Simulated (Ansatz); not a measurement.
**C₄H₁₁Ga: how energies converge with the basis set**

An exercise on one series of results from a longer session: the logs are not shown, and one member is left open.

Computed with Ansatz 0.2.0, Gaussian basis. Level: one geometry, several basis sets.

Levels to be run: PBE0-D4/def2-SVP; ωB97M-V/def2-SVP; PBE0-D4/def2-QZVPP; ωB97M-V/def2-QZVPP; the functionals' def2-TZVPP values are taken from earlier runs.

**The relaxed structure**

All runs share one geometry, relaxed beforehand with PBE0-D4 in a triple-zeta def2 set.

SMILES `C[CH2][GaH][CH2]C`, 16 atoms, charge 0, spin multiplicity 1.

Atoms are counted from 1 here; the program's logs count them from 0.

Bond lengths: C1–C2 1.524 Å, C1–H6 1.095 Å, C1–H7 1.093 Å, C1–H8 1.093 Å, C2–Ga3 1.980 Å, C2–H9 1.097 Å, C2–H10 1.097 Å, Ga3–C4 1.980 Å, Ga3–H11 1.582 Å, C4–C5 1.524 Å, C4–H12 1.097 Å, C4–H13 1.097 Å, C5–H14 1.093 Å, C5–H15 1.093 Å, C5–H16 1.095 Å. Angles: C2–C1–H6 112.1°, C2–C1–H7 111.6°, C2–C1–H8 111.6°, H6–C1–H7 107.2°, H6–C1–H8 107.2°, H7–C1–H8 106.7°, C1–C2–Ga3 116.0°, C1–C2–H9 110.7°, C1–C2–H10 110.7°, Ga3–C2–H9 107.0°, Ga3–C2–H10 107.1°, H9–C2–H10 104.5°, C2–Ga3–C4 120.9°, C2–Ga3–H11 119.7°, C4–Ga3–H11 119.4°, Ga3–C4–C5 115.8°, Ga3–C4–H12 107.2°, Ga3–C4–H13 107.2° and more.

As a file:

```xyz
16
charge 0, multiplicity 1
C    -0.62905    0.27915    2.70403
C     0.10833    0.08982    1.38398
Ga   -1.00993    0.12989   -0.24999
C    -0.20273   -0.12026   -2.04037
C     1.30511   -0.34231   -2.06388
H     0.04873    0.24859    3.56326
H    -1.38362   -0.49674    2.85891
H    -1.15348    1.23784    2.73877
H     0.88521    0.85501    1.26048
H     0.65566   -0.86116    1.37783
H    -2.56972    0.36569   -0.12737
H    -0.72594   -0.95836   -2.51693
H    -0.47571    0.75422   -2.64376
H     1.84500    0.50075   -1.62419
H     1.59218   -1.23097   -1.49516
H     1.68695   -0.47385   -3.08131
```

The first run:

in.yaml reads:

```yaml
crystal:
  periodic: [false, false, false]
  atoms:
    - {symbol: C, position_ang: [-0.629046, 0.279147, 2.704029]}
    - {symbol: C, position_ang: [0.108329, 0.089817, 1.383979]}
    - {symbol: Ga, position_ang: [-1.009928, 0.129885, -0.249989]}
    - {symbol: C, position_ang: [-0.202730, -0.120257, -2.040368]}
    - {symbol: C, position_ang: [1.305112, -0.342308, -2.063876]}
    - {symbol: H, position_ang: [0.048730, 0.248588, 3.563264]}
    - {symbol: H, position_ang: [-1.383622, -0.496740, 2.858910]}
    - {symbol: H, position_ang: [-1.153480, 1.237844, 2.738770]}
    - {symbol: H, position_ang: [0.885207, 0.855008, 1.260476]}
    - {symbol: H, position_ang: [0.655662, -0.861159, 1.377830]}
    - {symbol: H, position_ang: [-2.569720, 0.365687, -0.127374]}
    - {symbol: H, position_ang: [-0.725940, -0.958360, -2.516933]}
    - {symbol: H, position_ang: [-0.475709, 0.754220, -2.643764]}
    - {symbol: H, position_ang: [1.844999, 0.500755, -1.624191]}
    - {symbol: H, position_ang: [1.592182, -1.230973, -1.495157]}
    - {symbol: H, position_ang: [1.686954, -0.473852, -3.081306]}
basis:
  gaussian: {orbitals: def2-SVP}
hamiltonian: {xc: pbe0, dispersion: d4}
output: {orbitals: {seedname: orbitals}}
```

Launch:

```console
ansatz run in.yaml --threads 4 --pin off --events-out ev --progress --plain --max-ram 11315MiB
```

Among the steps run: PBE0-D4 in def2-SVP; ωB97M-V in def2-SVP; PBE0-D4 in def2-QZVPP; ωB97M-V in def2-QZVPP.

One of the session's tables, all rows but one given; the rest of the session is left out.

It belongs to the step «Functionals by basis». 

```
functional       basis  HOMO (eV)
   PBE0-D4    def2-SVP          ?
   PBE0-D4  def2-TZVPP      -7.02
   PBE0-D4  def2-QZVPP      -7.03
   ωB97M-V    def2-SVP      -9.19
   ωB97M-V  def2-TZVPP      -9.21
   ωB97M-V  def2-QZVPP      -9.21
```

**Question.** Estimate the row for PBE0-D4, def2-SVP.

The run gave: HOMO (eV): -7.01. In the column «HOMO (eV)» it is the highest.
